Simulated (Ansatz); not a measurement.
# Ge started on a Sn site and Ge started on a Sn site in perovskite CsSnI3, 40 atoms, charge 0

How does the host give way around this defect, what does it cost to form, and which levels does it put into the gap? The levels of theory are PBEsol and HSE06.

Method: density functional theory in Ansatz 0.2.0, PAW datasets, plane waves.

**1. The system as built**

40 atoms (8 Cs, 2 Ge, 6 Sn, 24 I); a = 12.314 Å, b = 12.314 Å, c = 12.314 Å, α = 90.00°, β = 90.00°, γ = 90.00°. All atoms were shaken off their sites by about 0.02 Å along each axis; atoms next to an added one may be pushed further to make room. Defect site 1: (0.250, 0.250, 0.250). Defect site 2: (0.250, 0.250, 0.750).

The runs, in order: (2) PBEsol relaxation at the single k point (¼, ¼, ¼), on 1 × NVIDIA H100 80GB HBM3 with 4 threads of AMD EPYC 7R13; (3) HSE06 single point at the single k point (¼, ¼, ¼), on 1 × NVIDIA H100 80GB HBM3 with 4 threads of AMD EPYC 7R13.

**2. PBEsol relaxation in the fixed cell**

File in.yaml:

```yaml
crystal:
  lattice:
    - [12.314462, 0.000000, 0.000000]
    - [0.000000, 12.314462, 0.000000]
    - [0.000000, 0.000000, 12.314462]
  atoms:
    - { symbol: Cs, position: [0.998567, 0.000203, 0.998616] }
    - { symbol: Cs, position: [0.004317, 0.003069, 0.499934] }
    - { symbol: Cs, position: [0.004912, 0.501790, 0.998642] }
    - { symbol: Cs, position: [0.999169, 0.500460, 0.499764] }
    - { symbol: Cs, position: [0.497728, 0.000488, 0.998020] }
    - { symbol: Cs, position: [0.499992, 0.001266, 0.498587] }
    - { symbol: Cs, position: [0.499588, 0.500042, 0.999157] }
    - { symbol: Cs, position: [0.501594, 0.500990, 0.498663] }
    - { symbol: Ge, position: [0.248766, 0.252019, 0.251050] }
    - { symbol: Ge, position: [0.248134, 0.246695, 0.751378] }
    - { symbol: Sn, position: [0.252726, 0.750283, 0.247378] }
    - { symbol: Sn, position: [0.247541, 0.750838, 0.747139] }
    - { symbol: Sn, position: [0.750431, 0.251621, 0.253085] }
    - { symbol: Sn, position: [0.751431, 0.247792, 0.749771] }
    - { symbol: Sn, position: [0.749703, 0.751824, 0.248271] }
    - { symbol: Sn, position: [0.750677, 0.750652, 0.751427] }
    - { symbol: I, position: [0.251111, 0.249342, 0.999570] }
    - { symbol: I, position: [0.249677, 0.250015, 0.497818] }
    - { symbol: I, position: [0.246710, 0.749284, 0.004566] }
    - { symbol: I, position: [0.250479, 0.753445, 0.503097] }
    - { symbol: I, position: [0.750284, 0.248790, 0.003907] }
    - { symbol: I, position: [0.748847, 0.248305, 0.500255] }
    - { symbol: I, position: [0.749463, 0.748773, 0.998512] }
    - { symbol: I, position: [0.750041, 0.749618, 0.499553] }
    - { symbol: I, position: [0.000155, 0.248076, 0.251515] }
    - { symbol: I, position: [0.002183, 0.250343, 0.749802] }
    - { symbol: I, position: [0.000252, 0.746678, 0.250834] }
    - { symbol: I, position: [0.997887, 0.750966, 0.750715] }
    - { symbol: I, position: [0.500382, 0.249132, 0.249497] }
    - { symbol: I, position: [0.500816, 0.249450, 0.751491] }
    - { symbol: I, position: [0.499537, 0.749194, 0.249329] }
    - { symbol: I, position: [0.499503, 0.750749, 0.752867] }
    - { symbol: I, position: [0.249161, 0.000750, 0.250293] }
    - { symbol: I, position: [0.247095, 0.997817, 0.751280] }
    - { symbol: I, position: [0.250705, 0.498478, 0.249717] }
    - { symbol: I, position: [0.248988, 0.499496, 0.748331] }
    - { symbol: I, position: [0.750822, 0.000418, 0.250024] }
    - { symbol: I, position: [0.750555, 0.000487, 0.749315] }
    - { symbol: I, position: [0.750798, 0.499264, 0.246033] }
    - { symbol: I, position: [0.749037, 0.498683, 0.750044] }
  symmetry: { detect: false }
kpoints:
  mp_grid: { grid: [1, 1, 1], shift: [0.25, 0.25, 0.25] }
hamiltonian:
  xc: pbesol
scf:
  occupations: { method: fermi_dirac, width: 0.01 }
relax:
  f_tol: 0.03
  max_steps: 80
  escape_saddle: false
  adjacent_minimum: "off"
output:
  forces: true
  eigenvalues: true
  populations: true
```

Command:

```bash
$ ansatz run in.yaml --threads 4 --pin off --max-ram 61750MiB --runs-dir r --events-out ev --progress --plain --backend cuda --devices 0, --max-vram 37GiB
```

Further steps of the session: HSE06 on the final geometry.

**Question.** What will these runs give? Wanted: for each run, formation energy; host gap; top filled to lowest empty.

**Answer**, as computed:

```
             level        time  formation energy (eV)  host gap (eV)  top filled to lowest empty (eV)
PBEsol, relaxation  44 s (GPU)                   1.25           0.08                             2.14
             HSE06  60 s (GPU)                   1.21           0.66                             2.76
```

```
     quantity                              value
   relaxation  16 recorded steps, 0.30 eV gained
largest shift                       0.60 Å (I23)
```

**Reading.** The relaxation lowers the energy by 0.30 eV; the largest shift is 0.60 Å (I23). The formation energy goes from 1.25 eV (PBEsol) to 1.21 eV (HSE06). The reservoirs are the elements' reference phases; where the defect changes the composition, the value depends on that choice. Spin–orbit coupling is left out, which matters for the band edges of the heavier elements here. The host's edges were read at Γ, so band-like levels at this k point need not coincide with them. One k point and a cell of this size can leave errors of several tenths of an eV.
